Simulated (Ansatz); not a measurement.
# Ca12Sb3AsN4: the cost of one run

Program: Ansatz 0.2.0. Level of theory: DFT, PBE, plane-wave PAW, default files, scalar-relativistic. These are calculated values, not measurements.

1 further run of the same task is left out (it didn't finish).

## 1. The starting structure

Symmetry: Im-3m, No. 229, cubic system. The conventional cell has a = 9.708 Å, b = 9.708 Å, c = 9.708 Å, α = 90.00°, β = 90.00°, γ = 90.00°. Ca (site symmetry 4mm) is surrounded by 1 As at 2.43 Å and 1 Sb at 2.43 Å and 8 Ca at 3.43 Å and 4 N at 3.43 Å. Ca (site symmetry -4m2) has 2 Sb at 2.43 Å and 8 Ca at 3.43 Å and 4 N at 3.43 Å as nearest neighbours. As (site symmetry m-3m) has 6 Ca at 2.43 Å as nearest neighbours. Sb (site symmetry 4/mmm) is surrounded by 6 Ca at 2.43 Å. N (site symmetry -3m) has 12 Ca at 3.43 Å as nearest neighbours.

As a file:

```xyz
20
Lattice="-4.8541 4.8541 4.8541 4.8541 -4.8541 4.8541 4.8541 4.8541 -4.8541" Properties=species:S:1:pos:R:3 pbc="T T T"
Ca    0.0000    2.4270    2.4271
Ca    4.8541   -2.4271    2.4271
Ca    4.8541    2.4270   -2.4270
Ca    4.8541    2.4270    2.4270
Ca    2.4270    0.0000    2.4271
Ca   -2.4271    4.8541    2.4271
Ca    2.4270    4.8541    2.4270
Ca    2.4270    4.8541   -2.4270
Ca    2.4270    2.4270    0.0000
Ca    2.4270    2.4271    4.8541
Ca   -2.4271    2.4271    4.8541
Ca    2.4270   -2.4270    4.8541
As    2.4270    2.4270    2.4270
Sb    2.4270    2.4270   -2.4270
Sb    2.4270   -2.4270    2.4270
Sb   -2.4270    2.4270    2.4270
N     0.0000    0.0000    0.0000
N     0.0000    0.0000    4.8541
N     0.0000    4.8541    0.0000
N     4.8541    0.0000    0.0000
```

Atom 13 of the input is the impurity.

## 2. First run, atoms as given

The input, input.yaml:

```yaml
crystal:
  lattice:
    - [-4.8541, 4.8541, 4.8541]
    - [4.8541, -4.8541, 4.8541]
    - [4.8541, 4.8541, -4.8541]
  atoms:
    - { symbol: Ca, position: [0.5, 0.25, 0.25] }
    - { symbol: Ca, position: [0.0, 0.75, 0.25] }
    - { symbol: Ca, position: [0.0, 0.25, 0.75] }
    - { symbol: Ca, position: [0.5, 0.75, 0.75] }
    - { symbol: Ca, position: [0.25, 0.5, 0.25] }
    - { symbol: Ca, position: [0.75, 0.0, 0.25] }
    - { symbol: Ca, position: [0.75, 0.5, 0.75] }
    - { symbol: Ca, position: [0.25, 0.0, 0.75] }
    - { symbol: Ca, position: [0.25, 0.25, 0.5] }
    - { symbol: Ca, position: [0.75, 0.75, 0.5] }
    - { symbol: Ca, position: [0.75, 0.25, 0.0] }
    - { symbol: Ca, position: [0.25, 0.75, 0.0] }
    - { symbol: As, position: [0.5, 0.5, 0.5] }
    - { symbol: Sb, position: [0.0, 0.0, 0.5] }
    - { symbol: Sb, position: [0.0, 0.5, 0.0] }
    - { symbol: Sb, position: [0.5, 0.0, 0.0] }
    - { symbol: "N", position: [0.0, 0.0, 0.0] }
    - { symbol: "N", position: [0.5, 0.5, 0.0] }
    - { symbol: "N", position: [0.5, 0.0, 0.5] }
    - { symbol: "N", position: [0.0, 0.5, 0.5] }
kpoints:
  mp_grid: { grid: [3, 3, 3] }
scf:
  occupations: { method: fermi_dirac, width: 0.01 }
hamiltonian:
  xc: pbe
  pseudopotentials: { kind: paw }
output:
  forces: true
  stress: true
  populations: true
  efg:
    quadrupole_moments_barn: { Ca: -0.0408, As: 0.311, Sb: -0.543, "N": 0.02044 }
    contact_densities: true
```

Command:

```console
> ansatz run input.yaml --threads 1 --pin off --max-ram 2560MiB --backend cpu --events-out ev --progress --plain --runs-dir out
```

Q: Estimate wall time and peak memory on 1 thread of Arm Neoverse V2, shared host.

About 23 s, with a peak of 0.87 GiB.
